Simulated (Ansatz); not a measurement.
YbB2, space group P6/mmm, a single point

Run with the Ansatz DFT code, driven from Python.

The script reads `ybb2.extxyz`:
```text
3
Lattice="3.2503 0.0 0.0 -1.62515 2.81484237 0.0 0.0 0.0 3.7315" Properties=species:S:1:pos:R:3 pbc="T T T"
Yb    0.00000000    0.00000000    0.00000000
B    -0.00000000    1.87656158    1.86575000
B     1.62515000    0.93828079    1.86575000
```

`ybb2_scf.py`:
```python
"""SCF run for YbB2."""

import ansatz as az
import numpy as np

ybb2 = az.Crystal.from_extxyz("ybb2.extxyz")

# the calculation
base = ybb2.calculation()
base = base.functional("pbe")
base = base.basis(24 * az.Ry, density_ratio=6)
base = base.accuracy("low")
base = base.kpoints(mesh=(6, 6, 5), center="gamma").occupations("fermi_dirac", width=0.02)
base = base.eigensolver("davidson")
base = base.scf(max_iterations=200, extra_bands=8).compute(bader_charges=True, band_table=True, potential=True)
res = base.run(threads=1)
report = res.report

print(f"free energy      {report['free_energy_ev']:.5f} eV")
print(f"per atom         {report['free_energy_ev'] / len(res.lattice.sites):.5f} eV")
print(f"SCF iterations   {report['n_iterations']}  (converged: {report['converged']})")

charges = res.bader_charges()
for atom in charges.atoms:
    print(f"Bader charge {atom.symbol:2s} {atom.partial_charge_e:+.3f} e")

table = np.array(report["eigenvalues_ev"]) - report["fermi_energy_ev"]
filling = np.array(report["occupations"])
weights = np.tile(report["kweights"], len(table) // len(report["kweights"]))
print("band   lowest  highest (eV from E_F)  electrons")
for band in range(table.shape[1]):
    if table[:, band].max() > -12:
        print(f"{band + 1:4d} {table[:, band].min():8.3f} {table[:, band].max():8.3f} {weights @ filling[:, band]:18.4f}")
print("electrons counted from the table:", round(float(weights @ filling.sum(axis=1)), 5))

v = res.potential()
line = v.v_es_ev.mean(axis=(0, 1))
print("planar mean of the electrostatic potential along the third grid axis (eV):")
print(np.round(line[:: max(len(line) // 12, 1)], 3))

edges = report.get("band_edges_ev")
if edges:
    print(f"band edges on the mesh: {edges[0]:.3f} and {edges[1]:.3f} eV, gap {edges[1] - edges[0]:.3f} eV")
else:
    print("no band edges reported (a metal, or a gap too narrow for this smearing); Fermi level", round(report["fermi_energy_ev"], 3), "eV")
```

```console
$ python ybb2_scf.py
DeckWarning: basis.ecutwfc = 326.536634951856 eV is below the records' recommended 420 eV, and the density's cutoff is lower with it unless basis.ecutrho_ratio is high enough to keep the records' density cutoff: compare with a run at a higher cutoff
free energy      -14107.87936 eV
per atom         -4702.62645 eV
SCF iterations   7  (converged: True)
Bader charge Yb +1.381 e
Bader charge B  -0.691 e
Bader charge B  -0.690 e
band   lowest  highest (eV from E_F)  electrons
   5  -11.085   -6.156             2.0000
   6   -6.964   -1.454             2.0000
   7   -5.048   -0.658             2.0000
   8   -2.067   -0.528             2.0000
   9   -0.920   -0.528             2.0000
  10   -0.525   -0.428             2.0000
  11   -0.481   -0.341             2.0000
  12   -0.434   -0.341             2.0000
  13   -0.419   -0.303             2.0000
  14   -0.333    0.820             1.9535
  15   -0.317    0.820             1.6136
  16   -0.317    3.494             0.4328
  17    2.162    7.184             0.0000
  18    4.032    8.293             0.0000
  19    4.442    9.065             0.0000
  20    4.442   11.572             0.0000
  21    6.300   11.572             0.0000
  22    7.499   12.216             0.0000
  23    7.499   13.279             0.0000
electrons counted from the table: 30.0
planar mean of the electrostatic potential along the third grid axis (eV):
[-0.801  1.364  6.307 11.173 13.121  9.331  3.052  1.397  5.979 11.979
 12.705  8.914  3.674 -0.231]
no band edges reported (a metal, or a gap too narrow for this smearing); Fermi level 14.97 eV
```
(Warnings from the package without file and line.)

Notes:
- The settings weren't tested for convergence.
- The cutoff lies under the one recommended for these potentials.
- Semilocal functionals put the nearly full 4f shell of Yb too close to the Fermi level.
- The mesh is modest for a metal, so energies can be off by several to tens of meV an atom and pressures by half a GPa or more; differences at equal mesh fare better.
- The zero of the levels is a convention of the potentials, so an absolute Fermi energy is no work function.
- The structure is a deposited one; some such entries were measured under pressure or heat, so a shift against it needn't be the functional's error alone.
- Levels are Kohn-Sham eigenvalues on this mesh, without spin-orbit coupling.
- The whole script took 17 s on 1 thread of Arm Neoverse V1, on a shared host, peak memory 0.35 GiB.

(Lines on the test bed's own set-up are left out of the output.)
